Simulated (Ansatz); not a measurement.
# TiAl: a trigonal deformation path

This session takes TiAl and sets out to look for other minima along a trigonal path.

Program: Ansatz 0.2.0. Level of theory: DFT r2SCAN, scalar-relativistic, plane waves, PAW. These are calculated values, not measurements.

## 1. Starting point

The structure is cubic, space group Pm-3m (No. 221). Conventional cell: a = 3.179 Å, b = 3.179 Å, c = 3.179 Å, α = 90.00°, β = 90.00°, γ = 90.00°. Ti (site symmetry m-3m) has 8 Al at 2.75 Å in its first shell of neighbours. Al (site symmetry m-3m) is surrounded by 8 Ti at 2.75 Å.

As a file:

```cif
data_structure
_symmetry_space_group_name_H-M 'P 1'
_symmetry_Int_Tables_number 1
_cell_length_a 3.1791
_cell_length_b 3.1791
_cell_length_c 3.1791
_cell_angle_alpha 90.000
_cell_angle_beta 90.000
_cell_angle_gamma 90.000
_cell_volume 32.13
loop_
_atom_site_label
_atom_site_type_symbol
_atom_site_fract_x
_atom_site_fract_y
_atom_site_fract_z
_atom_site_occupancy
Ti1 Ti 0.00000 0.00000 0.00000 1
Al1 Al 0.50000 0.50000 0.50000 1
```

It goes back to an entry of the Materials Project, which need not be the stable form.

The cell is taken as given, not relaxed at this level.

## 2. Zero of energy

Reference values: F = -3045.4169 eV; pressure -0.80 GPa; largest force 0.000 eV/Å; gap on the mesh none (metal). It was computed beforehand with the settings of the runs below.

## 3. Setting up a trigonal deformation path

At fixed volume and fractional coordinates, lengths along (0.577, 0.577, 0.577) are scaled against those across it; ρ is that ratio over its starting value.

## 4. At ρ = 0.500

input.yaml

```yaml
crystal:
  lattice:
    - [3.3378080438, -0.6675616088, -0.6675616088]
    - [-0.6675616088, 3.3378080438, -0.6675616088]
    - [-0.6675616088, -0.6675616088, 3.3378080438]
  atoms:
    - { symbol: Ti, position: [0.0, 0.0, 0.0] }
    - { symbol: Al, position: [0.5, 0.5, 0.5] }
basis:
  ecutwfc: 500
kpoints:
  mp_grid: { grid: [16, 16, 16] }
hamiltonian:
  xc: r2scan
scf:
  occupations: { method: gaussian, width: 0.15 }
output:
  forces: true
  stress: true
  eigenvalues: true
```

Run with:

```
> ansatz run input.yaml --threads 1 --pin off --max-ram 2560MiB --backend cpu --events-out ev --progress --plain --runs-dir out
```

The session goes on with these runs: point ρ = 2.000; At ρ = 0.710; At ρ = 1.410; point ρ = 0.600; ρ = 0.850; At ρ = 1.200; At ρ = 1.700; ρ = 0.930; ρ = 1.080.

**Question.** What will these runs give? Wanted: highest point.

The runs gave:

| quantity | value |
| --- | --- |
| highest point | 5895.3 meV/atom at ρ = 0.500 |

In words: No sampled point lies below the undisturbed cell. No sampled point inside the path is a dip, apart from those named. At ρ = 2.000 the cell takes another symmetry, Fm-3m, 662.4 meV/atom from the start at this fixed volume.
